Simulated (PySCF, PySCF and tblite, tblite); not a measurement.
# C6H9BN−: a path driven as rotation about a bond, and NMR exchange

Aim: the barrier and rate of rotation about a bond in C6H9BN− (`CN[b-]1ccccc1`), and what it does to NMR lines.

Computed with tblite 0.8.0 (tight binding) and PySCF 2.14.0 (DFT, with response routines of our own); each step states its level. Atoms count from 0 throughout.

## Step 1: The molecule as given

17 atoms, charge -1, multiplicity 1; geometry from: force field or distance geometry start.

Bonds of the start (Å): B2–C3 1.50, B2–C7 1.50, C0–H10 1.11, C0–H8 1.11, C0–H9 1.10, C0–N1 1.47, C3–C4 1.40, C3–H12 1.07, C4–C5 1.40, C4–H13 1.09, C5–C6 1.41, C5–H14 1.08, C6–C7 1.40, C6–H15 1.10, C7–H16 1.08, N1–B2 1.52, N1–H11 1.04.

## Step 2: GFN2-xTB relaxation, start minimum

Job settings and geometry (Å):

```
{"job": {"xc": "GFN2-xTB", "basis": "xTB", "kind": "relax"}, "charge": -1, "multiplicity": 1}
C      2.786900    -0.041100     0.312500
N      1.717800    -0.259500    -0.675100
B      0.247900    -0.106000    -0.325200
C     -0.808900    -0.336000    -1.369000
C     -2.160100    -0.190900    -1.020700
C     -2.561400     0.189200     0.260200
C     -1.608900     0.431700     1.266600
C     -0.230600     0.303500     1.033400
H      2.743100     1.006500     0.679900
H      3.765200    -0.215400    -0.150800
H      2.655800    -0.739700     1.165700
H      1.982300    -0.550500    -1.634000
H     -0.531400    -0.635300    -2.353200
H     -2.909300    -0.367100    -1.786500
H     -3.613200     0.308500     0.487100
H     -1.950900     0.720900     2.268700
H      0.468800     0.493300     1.830400
```

The run is started by

```sh
OMP_NUM_THREADS=1 python ens_run.py task.json out
```

This one command runs the whole study; its stages follow in the order run.

The program printed:

```text
step      E/eV     max force
  0    -591.65457    1.571
  1    -591.76705    0.844
  2    -591.81289    0.477
  3    -591.83821    0.344
  4    -591.84801    0.248
  5    -591.85760    0.211
  6    -591.86223    0.186
  7    -591.86528    0.113
  8    -591.86629    0.075
  9    -591.86673    0.048
 10    -591.86691    0.041
 11    -591.86702    0.027
 12    -591.86712    0.027
 13    -591.86726    0.038
 14    -591.86742    0.038
 15    -591.86759    0.036
 16    -591.86776    0.033
 17    -591.86796    0.035
 18    -591.86818    0.039
 19    -591.86836    0.033
 20    -591.86848    0.034
 21    -591.86860    0.032
 22    -591.86878    0.049
 23    -591.86908    0.061
 24    -591.86941    0.051
 25    -591.86964    0.032
 26    -591.86978    0.034
 27    -591.86992    0.048
 28    -591.87017    0.069
 29    -591.87057    0.086
 30    -591.87109    0.086
 31    -591.87169    0.066
 32    -591.87239    0.077
 33    -591.87326    0.095
 34    -591.87430    0.130
 35    -591.87519    0.119
 36    -591.87500    0.274
 37    -591.87715    0.093
 38    -591.87837    0.087
 39    -591.88127    0.234
 40    -591.88357    0.227
 41    -591.88582    0.245
 42    -591.88691    0.162
 43    -591.88836    0.074
 44    -591.88935    0.061
 45    -591.89105    0.075
 46    -591.89232    0.097
 47    -591.89348    0.096
 48    -591.89426    0.057
 49    -591.89485    0.050
 50    -591.89536    0.070
 51    -591.89605    0.097
 52    -591.89690    0.102
 53    -591.89787    0.089
 54    -591.89893    0.084
 55    -591.90026    0.141
 56    -591.90191    0.143
 57    -591.90369    0.143
 58    -591.90495    0.101
 59    -591.90577    0.065
 60    -591.90634    0.066
 61    -591.90697    0.057
 62    -591.90737    0.038
 63    -591.90770    0.048
 64    -591.90808    0.071
 65    -591.90871    0.079
 66    -591.90953    0.082
 67    -591.91041    0.093
 68    -591.91115    0.075
 69    -591.91177    0.058
 70    -591.91233    0.061
 71    -591.91303    0.060
 72    -591.91373    0.072
 73    -591.91457    0.082
 74    -591.91575    0.078
 75    -591.91738    0.101
 76    -591.91899    0.113
 77    -591.91771    0.228
 78    -591.92135    0.091
 79    -591.92198    0.070
 80    -591.92268    0.052
 81    -591.92313    0.043
 82    -591.92354    0.035
 83    -591.92375    0.027
 84    -591.92388    0.026
 85    -591.92399    0.029
 86    -591.92409    0.024
 87    -591.92419    0.019
 88    -591.92424    0.023
 89    -591.92429    0.026
 90    -591.92434    0.021
 91    -591.92439    0.013
 92    -591.92442    0.012
 93    -591.92443    0.010
 94    -591.92445    0.009
 95    -591.92447    0.009
 96    -591.92448    0.009
 97    -591.92449    0.008
 98    -591.92450    0.005
 99    -591.92451    0.006
100    -591.92451    0.005
101    -591.92451    0.006
102    -591.92452    0.004
103    -591.92452    0.005
104    -591.92452    0.004
105    -591.92453    0.003
```

Wall time 0.96 s (1 thread of Arm Neoverse N1, shared host).

Gain 0.270 eV; displacement 0.32 Å root mean square.

## Step 3: Relaxed scan, rotation

Job settings and geometry (Å):

```
{"job": {"xc": "GFN2-xTB", "basis": "xTB", "coordinate": [["t", [3, 2, 1, 0], 0.25], ["t", [3, 2, 1, 11], 0.25], ["t", [7, 2, 1, 0], 0.25], ["t", [7, 2, 1, 11], 0.25]], "kind": "drive"}, "charge": -1, "multiplicity": 1}
C      2.784362    -0.133948     0.267359
N      1.701248    -0.109674    -0.663636
B      0.276208    -0.020343    -0.310676
C     -0.783486    -0.371682    -1.327143
C     -2.116170    -0.244742    -1.004229
C     -2.534582     0.202182     0.246407
C     -1.606891     0.543294     1.226332
C     -0.246479     0.457133     1.021290
H      2.513270     0.462275     1.137510
H      3.705003     0.295656    -0.165775
H      3.047688    -1.150285     0.631654
H      1.916807    -0.610964    -1.515003
H     -0.558441    -0.732805    -2.338256
H     -2.891266    -0.500134    -1.735691
H     -3.599804     0.285095     0.460710
H     -1.996975     0.888993     2.190316
H      0.382511     0.751980     1.868922
```

The program printed:

```text
point  coordinate     E/eV
  0     17.200     -591.90427
  1     32.000     -591.85438
  2     46.900     -591.78958
  3     62.100     -591.73018
  4     77.300     -591.69210
  5     92.500     -591.67765
  6    107.700     -591.68883
  7    123.000     -591.73051
  8    138.100     -591.79467
  9    153.000     -591.85927
 10    167.800     -591.90521
 11    182.500     -591.92160
```

It took 5.1 s on 1 thread of Arm Neoverse N1, shared host.

The highest point is number 5, 5.2 kcal/mol above the first.

## Step 4: Nudged elastic band, leg 1

Changed since step 3:

```diff
@@ -1,2 +1,2 @@
-{"job": {"xc": "GFN2-xTB", "basis": "xTB", "coordinate": [["t", [3, 2, 1, 0], 0.25], ["t", [3, 2, 1, 11], 0.25], ["t", [7, 2, 1, 0], 0.25], ["t", [7, 2, 1, 11], 0.25]], "kind": "drive"}, "charge": -1, "multiplicity": 1}
+{"job": {"xc": "GFN2-xTB", "basis": "xTB", "kind": "neb"}, "charge": -1, "multiplicity": 1}
 C      2.784362    -0.133948     0.267359
```

The program printed:

```text
image   E - E0 / eV
  0       0.0000
  1       0.0707
  2       0.1951
  3       0.2491
  4       0.1811
  5       0.0458
  6      -0.0000
```

Run time: 1.9 s. Hardware: 1 thread of Arm Neoverse N1, shared host; peak memory 0.19 GiB.

The highest point is number 3, 5.7 kcal/mol above the first.

## Step 5: Saddle search, leg 1

Job settings and geometry (Å):

```
{"job": {"xc": "GFN2-xTB", "basis": "xTB", "kind": "saddle"}, "charge": -1, "multiplicity": 1}
C      2.653355    -0.645610    -0.096663
N      1.852554     0.547146    -0.164468
B      0.334034     0.350931    -0.032574
C     -0.478809    -0.531527    -0.940781
C     -1.843070    -0.634927    -0.754745
C     -2.503925     0.061757     0.250599
C     -1.809250     0.904799     1.111429
C     -0.443231     1.082771     1.022356
H      2.515820    -1.097391     0.889807
H      3.721690    -0.405156    -0.215149
H      2.416426    -1.432011    -0.844460
H      2.056643     1.039022    -1.030608
H     -0.061398    -1.121230    -1.765673
H     -2.446451    -1.274172    -1.408928
H     -3.581574    -0.052776     0.365140
H     -2.387966     1.432540     1.876808
H      0.005153     1.775835     1.737909
```

The program printed:

```text
step      E/eV     max force
  0    -591.67545   0.0557
  1    -591.67838   0.0828
  2    -591.67863   0.0230
  3    -591.67869   0.0024
lowest wavenumbers (cm-1): -88.0 123.6 166.4 246.3 306.7 359.3
```

Wall time 3.7 s (1 thread of Arm Neoverse N1, shared host); peak memory 0.19 GiB.

Point group C1; 1 imaginary mode, 88i cm⁻¹, carried by C0, N1, H10, H8. Steps downhill from it reached both ends.

## Step 6: Saddle search, other pyramid

Job settings and geometry (Å):

```
{"job": {"xc": "GFN2-xTB", "basis": "xTB", "kind": "saddle"}, "charge": -1, "multiplicity": 1}
C      2.280748     1.924448    -0.380334
N      1.857428     0.563958    -0.182189
B      0.338839     0.370586    -0.040174
C     -0.468224    -0.526167    -0.938731
C     -1.830632    -0.639391    -0.748022
C     -2.494022     0.056584     0.255933
C     -1.802839     0.903516     1.115724
C     -0.438672     1.093819     1.020408
H      1.800560     2.307789    -1.283848
H      3.371964     1.978835    -0.526482
H      2.027992     2.624920     0.443058
H      2.324726     0.191207     0.640904
H     -0.047823    -1.115786    -1.762250
H     -2.429538    -1.288686    -1.395892
H     -3.571155    -0.062691     0.369551
H     -2.382754     1.424303     1.884919
H      0.007994     1.780756     1.743129
```

The program printed:

```text
step      E/eV     max force
  0    -591.67123   0.2211
  1    -591.67868   0.0122
  2    -591.67869   0.0024
lowest wavenumbers (cm-1): -86.9 123.7 168.3 246.9 306.7 359.4
```

It took 3.5 s on 1 thread of Arm Neoverse N1, shared host; peak memory 0.2 GiB.

Point group C1; 1 imaginary mode, 87i cm⁻¹, carried by C0, N1, H10, H8. Steps downhill from it reached both ends.

## Step 7: Shieldings, start: PBE0/pcSseg-1

Job settings and geometry (Å):

```
{"job": {"kind": "nmr", "xc": "PBE0", "basis": "pcSseg-1", "pop": false}, "charge": -1, "multiplicity": 1}
C      2.784362    -0.133948     0.267359
N      1.701248    -0.109674    -0.663636
B      0.276208    -0.020343    -0.310676
C     -0.783486    -0.371682    -1.327143
C     -2.116170    -0.244742    -1.004229
C     -2.534582     0.202182     0.246407
C     -1.606891     0.543294     1.226332
C     -0.246479     0.457133     1.021290
H      2.513270     0.462275     1.137510
H      3.705003     0.295656    -0.165775
H      3.047688    -1.150285     0.631654
H      1.916807    -0.610964    -1.515003
H     -0.558441    -0.732805    -2.338256
H     -2.891266    -0.500134    -1.735691
H     -3.599804     0.285095     0.460710
H     -1.996975     0.888993     2.190316
H      0.382511     0.751980     1.868922
```

The program printed:

```text
coarse grid: 14248 points
cycle   1  E = -313.0944922841  dE =  1.167e+00  |g| = 7.095e-01  |ddm| = 3.772e+00
cycle   2  E = -313.0158734772  dE =  7.862e-02  |g| = 9.187e-01  |ddm| = 2.143e+00
cycle   3  E = -313.2455465300  dE = -2.297e-01  |g| = 9.686e-02  |ddm| = 1.327e+00
cycle   4  E = -313.2470010737  dE = -1.455e-03  |g| = 6.455e-02  |ddm| = 1.640e-01
cycle   5  E = -313.2481462235  dE = -1.145e-03  |g| = 8.707e-03  |ddm| = 7.399e-02
cycle   6  E = -313.2481632195  dE = -1.700e-05  |g| = 2.737e-03  |ddm| = 9.444e-03
cycle   7  E = -313.2481650059  dE = -1.786e-06  |g| = 2.792e-04  |ddm| = 2.263e-03
final grid: 137800 points
cycle   8  E = -313.2911369318  dE = -3.400e-05  |g| = 9.174e-03  |ddm| = 3.841e-02
cycle   9  E = -313.2911301177  dE =  6.814e-06  |g| = 1.069e-02  |ddm| = 1.973e-02
cycle  10  E = -313.2911591005  dE = -2.898e-05  |g| = 5.294e-04  |ddm| = 1.045e-02
cycle  11  E = -313.2911591448  dE = -4.428e-08  |g| = 2.885e-04  |ddm| = 6.567e-04
cycle  12  E = -313.2911591631  dE = -1.832e-08  |g| = 6.207e-05  |ddm| = 3.001e-04
cycle  13  E = -313.2911591639  dE = -7.478e-10  |g| = 3.580e-05  |ddm| = 1.098e-04
cycle  14  E = -313.2911591642  dE = -3.483e-10  |g| = 4.748e-06  |ddm| = 3.867e-05
converged SCF energy = -313.2911591642

GIAO shielding tensors (ppm)
atom      isotropic    diamagn.    paramagn.     s11        s22        s33       span
  0 C      151.736     240.907     -89.171    124.316    147.877    183.014     58.698
  1 N      214.415     319.731    -105.316    184.660    199.951    258.635     73.975
  2 B       73.111     193.105    -119.994     37.942     61.127    120.265     82.323
  3 C       71.410     257.289    -185.879    -34.478     83.732    164.977    199.455
  4 C       50.155     252.110    -201.955    -66.478     57.371    159.571    226.049
  5 C       83.282     254.650    -171.368    -11.895    104.349    157.393    169.288
  6 C       50.224     251.964    -201.740    -66.800     56.847    160.624    227.424
  7 C       78.932     256.842    -177.910    -24.967     78.765    182.997    207.963
  8 H       28.229      29.825      -1.596     23.508     28.348     32.830      9.322
  9 H       28.991      27.267       1.724     23.918     27.361     35.694     11.776
 10 H       28.667      28.076       0.592     23.671     26.600     35.731     12.060
 11 H       31.469      33.961      -2.492     21.505     33.524     39.378     17.873
 12 H       26.235      33.258      -7.023     24.349     24.469     29.886      5.537
 13 H       24.715      30.729      -6.014     21.656     24.820     27.670      6.014
 14 H       26.406      31.332      -4.926     23.337     27.693     28.188      4.851
 15 H       24.607      31.106      -6.499     21.550     24.607     27.664      6.114
 16 H       25.956      33.506      -7.549     23.282     24.184     30.403      7.121
```

Run time: 38 s. Hardware: 1 thread of Arm Neoverse N1, shared host; peak memory 0.83 GiB.

This run: HOMO 0.20 eV, LUMO 5.31 eV.

[end of part 1 of 2]
